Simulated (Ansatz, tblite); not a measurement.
**C28H16O7: rung by rung**

Aim: run the singlet of C28H16O7 at one geometry on many levels, and compare frontier levels, spin and run time.

The runs use Ansatz 0.2.0, Gaussian basis; as each input shows.

The runs, in order: GFN1-xTB, GFN2-xTB, PBE-D4/def2-SVP, r2SCAN-D4/def2-SVP.

1 further run of the same task is left out (set aside as unsound or not needed). Runs told in other sessions of the task aren't counted.

**1. The geometry**

The singlet was relaxed beforehand with PBE-D4/def2-SVP.

SMILES `c1coc(-c2ccc(-c3ccc(-c4ccc(-c5ccc(-c6ccc(-c7ccco7)o6)o5)o4)o3)o2)c1`, 51 atoms, charge 0, spin multiplicity 1.

Bond lengths: C1–C2 1.377 Å, C1–C35 1.431 Å, C1–H36 1.096 Å, C2–O3 1.364 Å, C2–H37 1.095 Å, O3–C4 1.370 Å, C4–C5 1.435 Å, C4–C35 1.387 Å, C5–C6 1.389 Å, C5–O34 1.370 Å, C6–C7 1.422 Å, C6–H38 1.095 Å, C7–C8 1.390 Å, C7–H39 1.095 Å, C8–C9 1.431 Å, C8–O34 1.371 Å, C9–C10 1.390 Å, C9–O33 1.371 Å and more. Angles: C2–C1–C35 106.3°, C2–C1–H36 126.4°, C35–C1–H36 127.3°, C1–C2–O3 110.5°, C1–C2–H37 133.8°, O3–C2–H37 115.7°, C2–O3–C4 107.2°, O3–C4–C5 116.8°, O3–C4–C35 110.0°, C5–C4–C35 133.2°, C4–C5–C6 132.7°, C4–C5–O34 117.2°, C6–C5–O34 110.0°, C5–C6–C7 106.4°, C5–C6–H38 125.5°, C7–C6–H38 128.1°, C6–C7–C8 106.4°, C6–C7–H39 128.0° and more.

PBE0-D4/def2-SVP was run before; its log isn't repeated, and its numbers join the tables.

**2. GFN1-xTB**

Tight binding, by tblite at 300 K electronic temperature and without a spin-polarisation term:

```python
tblite.interface.Calculator('GFN1-xTB', numbers, positions, charge=0, uhf=0).singlepoint()
```

Energy -2739.6327 eV, HOMO -10.24 eV, LUMO -8.46 eV; 0.13 s.

**3. GFN2-xTB**

Tight binding, by tblite at 300 K electronic temperature and without a spin-polarisation term:

```python
tblite.interface.Calculator('GFN2-xTB', numbers, positions, charge=0, uhf=0).singlepoint()
```

Energy -2627.7458 eV, HOMO -9.54 eV, LUMO -7.70 eV; 0.12 s.

**4. PBE-D4/def2-SVP**

start.molden holds the orbitals of an earlier run on this state, given as this run's starting guess.

Contents of in.yaml:

```yaml
crystal:
  periodic: [false, false, false]
  atoms:
    - {symbol: C, position_ang: [11.202211, -1.435532, -0.285478]}
    - {symbol: C, position_ang: [11.525082, -0.256520, -0.918417]}
    - {symbol: O, position_ang: [10.399825, 0.465578, -1.186825]}
    - {symbol: C, position_ang: [9.334379, -0.257720, -0.720279]}
    - {symbol: C, position_ang: [8.032892, 0.319987, -0.898700]}
    - {symbol: C, position_ang: [7.600084, 1.509144, -1.470146]}
    - {symbol: C, position_ang: [6.182940, 1.521351, -1.347501]}
    - {symbol: C, position_ang: [5.834966, 0.337743, -0.707767]}
    - {symbol: C, position_ang: [4.579416, -0.219553, -0.306677]}
    - {symbol: C, position_ang: [4.225793, -1.401854, 0.333737]}
    - {symbol: C, position_ang: [2.809365, -1.385143, 0.454843]}
    - {symbol: C, position_ang: [2.379863, -0.193573, -0.118619]}
    - {symbol: C, position_ang: [1.087563, 0.391905, -0.301273]}
    - {symbol: C, position_ang: [0.660115, 1.584104, -0.875506]}
    - {symbol: C, position_ang: [-0.755900, 1.603046, -0.755263]}
    - {symbol: C, position_ang: [-1.111936, 0.421385, -0.114403]}
    - {symbol: C, position_ang: [-2.370048, -0.130021, 0.284721]}
    - {symbol: C, position_ang: [-2.728176, -1.310902, 0.925380]}
    - {symbol: C, position_ang: [-4.144752, -1.290119, 1.044106]}
    - {symbol: C, position_ang: [-4.569844, -0.097801, 0.469052]}
    - {symbol: C, position_ang: [-5.859902, 0.492879, 0.282805]}
    - {symbol: C, position_ang: [-6.279217, 1.686393, -0.292485]}
    - {symbol: C, position_ang: [-7.696745, 1.711195, -0.176282]}
    - {symbol: C, position_ang: [-8.058479, 0.532621, 0.462544]}
    - {symbol: C, position_ang: [-9.326345, -0.011445, 0.857453]}
    - {symbol: C, position_ang: [-9.699362, -1.185707, 1.494074]}
    - {symbol: C, position_ang: [-11.125157, -1.141169, 1.601146]}
    - {symbol: C, position_ang: [-11.518634, 0.046709, 1.027506]}
    - {symbol: O, position_ang: [-10.435716, 0.739851, 0.573089]}
    - {symbol: O, position_ang: [-6.942896, -0.210593, 0.743013]}
    - {symbol: O, position_ang: [-3.490444, 0.609010, 0.006596]}
    - {symbol: O, position_ang: [0.009571, -0.316576, 0.162351]}
    - {symbol: O, position_ang: [3.456628, 0.516532, -0.582461]}
    - {symbol: O, position_ang: [6.961051, -0.394745, -0.434054]}
    - {symbol: C, position_ang: [9.777867, -1.443029, -0.153106]}
    - {symbol: H, position_ang: [11.903445, -2.208624, 0.047284]}
    - {symbol: H, position_ang: [12.468440, 0.198438, -1.236379]}
    - {symbol: H, position_ang: [8.245013, 2.270553, -1.920012]}
    - {symbol: H, position_ang: [5.484614, 2.295199, -1.681435]}
    - {symbol: H, position_ang: [4.920657, -2.178141, 0.669416]}
    - {symbol: H, position_ang: [2.163602, -2.145608, 0.905088]}
    - {symbol: H, position_ang: [1.307144, 2.343517, -1.325729]}
    - {symbol: H, position_ang: [-1.449164, 2.380387, -1.091691]}
    - {symbol: H, position_ang: [-2.036094, -2.088903, 1.262696]}
    - {symbol: H, position_ang: [-4.793423, -2.048459, 1.493859]}
    - {symbol: H, position_ang: [-5.626824, 2.442489, -0.740483]}
    - {symbol: H, position_ang: [-8.387946, 2.489924, -0.513755]}
    - {symbol: H, position_ang: [-9.021577, -1.973811, 1.836648]}
    - {symbol: H, position_ang: [-11.780707, -1.896357, 2.048438]}
    - {symbol: H, position_ang: [-12.489785, 0.526366, 0.869979]}
    - {symbol: H, position_ang: [9.146558, -2.214410, 0.298870]}
basis:
  gaussian: {orbitals: def2-SVP, fitting: {mean_field: def2-universal-jkfit}, initial_orbitals: start.molden}
hamiltonian: {xc: pbe, dispersion: d4}
scf: {omitted_lower_state_checks: [starts]}
output: {forces: true, orbitals: {seedname: orbitals}}
```

Command:

```bash
$ ansatz run in.yaml --threads 2 --pin off --events-out ev --progress --plain --max-ram 22528MiB --backend cuda --devices 0, --max-vram 18GiB
```

After this run come: r2SCAN-D4/def2-SVP.

**Question.** What will the summary of the whole plan be? Wanted: gap in def2-SVP, named functionals, smallest and largest; binding an atom, functionals in def2-SVP.

**Answer**, as computed:

```
                                                quantity                                 value
gap in def2-SVP, named functionals, smallest and largest   1.72 eV (PBE-D4), 3.01 eV (PBE0-D4)
                binding an atom, functionals in def2-SVP  5.50 (r2SCAN-D4) to 5.73 eV (PBE-D4)
```

What this shows: Orbital gaps of the named functionals in def2-SVP span 1.72 eV (PBE-D4) to 3.01 eV (PBE0-D4); exact exchange widens it.
